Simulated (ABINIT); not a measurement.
Write the native input for ABINIT 10.8.3 (patched build) that does the following.

- Task: single point
- Functional: PBE
- Potentials or basis: JTH PAW PBE v2.0
- Cutoff: 435 eV
- k mesh: 7 × 7 × 10
- Occupations: fermi-dirac, width 0.05 eV
- Spin: no spin polarisation
- Fine-grid cutoff: 870.764 eV

Crystal: Nb2B.

```
CELL_PARAMETERS angstrom
4.40760 0.00000 0.00000
-2.20380 3.81710 0.00000
0.00000 0.00000 2.66855
ATOMIC_POSITIONS crystal
Nb 0.33267 0.67493 0.50464
Nb 0.66960 0.32849 0.48747
B 0.97299 0.97963 0.99779
```

The cell was built by a generator and needn't be a form met in nature.

The cell isn't the ideal one: atoms moved at random, drawn with an rms of 0.05 Å.

One way to write it, as run:

run.abi

```
# Pseudopotentials
pp_dirpath "./"
pseudos "Nb.GGA_PBE-JTH.xml, B.GGA_PBE-JTH.xml"

# Structure
acell 3*1.0
rprim
     8.3291568669     0.0000000000     0.0000000000
    -4.1645784335     7.2132735903     0.0000000000
     0.0000000000     0.0000000000     5.0428286499
ntypat 2
znucl 41 5
natom 3
typat 1 1 2
xred
     0.3326730000     0.6749280000     0.5046370000
     0.6696000000     0.3284870000     0.4874740000
    -0.0270100000    -0.0203700000    -0.0022150000
chkprim 0
chksymtnons 0
tolsym 1.0e-6

# Plane-wave basis
ecut 435.382180 eV
pawecutdg 32.0
pawxcdev 0

# k points
kptopt 1
ngkpt 7 7 10
nshiftk 1
shiftk 0.0 0.0 0.0

# Exchange and correlation
ixc 11

# Bands and occupations
nband 19
occopt 3
tsmear 0.05 eV

# SCF cycle
nstep 100
tolvrs 1.0e-9

# Output
iomode 3
prtwf 0
prtden 0
prteig 0
prtebands 0
```

Potentials or basis: JTH PAW PBE v2.0.

Run with:

```sh
$ abinit run.abi > log 2>&1
```

Results of the run:

* Pressure: -0.2 GPa
* Largest force: 0.600 eV/Å
* Band gap on the k mesh: none (metal or under the smearing width)
* Valence electrons inside the program's atomic spheres: Nb 10.37, 10.36; B 1.37

It took 2.6 min on 1 thread of Arm Neoverse V1, on a shared host, peak memory 0.22 GiB.
